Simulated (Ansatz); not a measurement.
A first try at an atomisation energy of C2H4BrCl, SMILES ClCCBr, using the Ansatz DFT code, driven from Python.

`tae_c2h4brcl.py`
```python
"""Atomisation energy of C2H4BrCl at the given geometry."""

from collections import Counter

import ansatz as az


def energy_of(molecule, charge=0, unpaired=0):
    calc = molecule.calculation().basis("def2-TZVP").functional("r2scan")
    if charge:
        calc = calc.charge(charge)
    if unpaired:
        calc = calc.spin("collinear", total=unpaired)
    report = calc.run(threads=1, pin="off").report
    if report["published_state_doubts"]:
        print("  doubts:", report["published_state_doubts"])
    return report["free_energy_ev"]

GEOMETRY = """
Cl   -1.64010    0.94840   -0.79000
C    -0.21370    0.72610    0.15770
C     0.40880   -0.59940   -0.17680
Br   -0.48870   -2.07550    0.59680
H     0.47460    1.53990   -0.10720
H    -0.47710    0.83010    1.21500
H     0.55410   -0.78170   -1.23370
H     1.47420   -0.64500    0.28250
"""

c2h4brcl = az.Crystal.molecule()
for line in GEOMETRY.strip().splitlines():
    symbol, *xyz = line.split()
    c2h4brcl = c2h4brcl.atom(symbol, [float(v) for v in xyz])

# unpaired electrons of the ground-state atoms
unpaired = {"Cl": 1, "C": 2, "Br": 1, "H": 1}
counts = Counter(site.symbol for site in c2h4brcl.cartesian_sites)
atom_energy = {s: energy_of(az.Crystal.molecule().atom(s, (0, 0, 0)), 0, unpaired[s]) for s in counts}
whole = energy_of(c2h4brcl, 0, 0)
for s, e in atom_energy.items():
    print(f"{s:2s} x{counts[s]}  {e:14.5f} eV")
print(f"C2H4BrCl: {whole:.5f} eV")
split = sum(counts[s] * e for s, e in atom_energy.items()) - whole
print(f"atomisation energy (no zero-point term): {split:.3f} eV, {split / sum(counts.values()):.3f} eV an atom")
```

Running `python tae_c2h4brcl.py` prints:
```text
Traceback (most recent call last):
  File "tae_c2h4brcl.py", line 38, in <module>
    atom_energy = {s: energy_of(az.Crystal.molecule().atom(s, (0, 0, 0)), 0, unpaired[s]) for s in counts}
                      ~~~~~~~~~^^^^^^^^^^^^^^^^^^^^^^^^^^^^^^^^^^^^^^^^^^^^^^^^^^^^^^^^^^
  File "tae_c2h4brcl.py", line 9, in energy_of
    calc = molecule.calculation().basis("def2-TZVP").functional("r2scan")
           ~~~~~~~~~~~~~~~~~~~~~~~~~~~~^^^^^^^^^^^^^
  ...
ansatz.errors.InputError: .basis: cutoff (an energy: a number in eV, or e.g. 30 * az.Ry) is a number, got 'def2-TZVP'
```
(Library frames cut from the traceback.)

Find the fault and give the corrected script.

The fault: the basis name must go under gaussian=. The correction:

```diff
--- before
+++ after
@@ -8,3 +8,3 @@
 def energy_of(molecule, charge=0, unpaired=0):
-    calc = molecule.calculation().basis("def2-TZVP").functional("r2scan")
+    calc = molecule.calculation().basis(gaussian="def2-TZVP").functional("r2scan")
     if charge:
```

With that change:

```console
$ python tae_c2h4brcl.py
Cl x1    -12520.41819 eV
C  x2     -1029.48623 eV
Br x1    -70044.62756 eV
H  x4       -13.60370 eV
C2H4BrCl: -84706.79016 eV
atomisation energy (no zero-point term): 28.357 eV, 3.545 eV an atom
```

Reading the output:
- Total energies depend on the basis set; only differences at equal settings carry meaning.
- The geometry is a force-field or estimated start, not a minimum of this method, and the basis set is short of its limit. All parts are taken at fixed geometry, without zero-point energy.
- The spin-orbit lowering of heavy atoms is left out.
- Run time: 22 s on 1 thread of Arm Neoverse V1 (shared host), peak memory 0.28 GiB.

(Lines on the test bed's own set-up are left out of the output.)
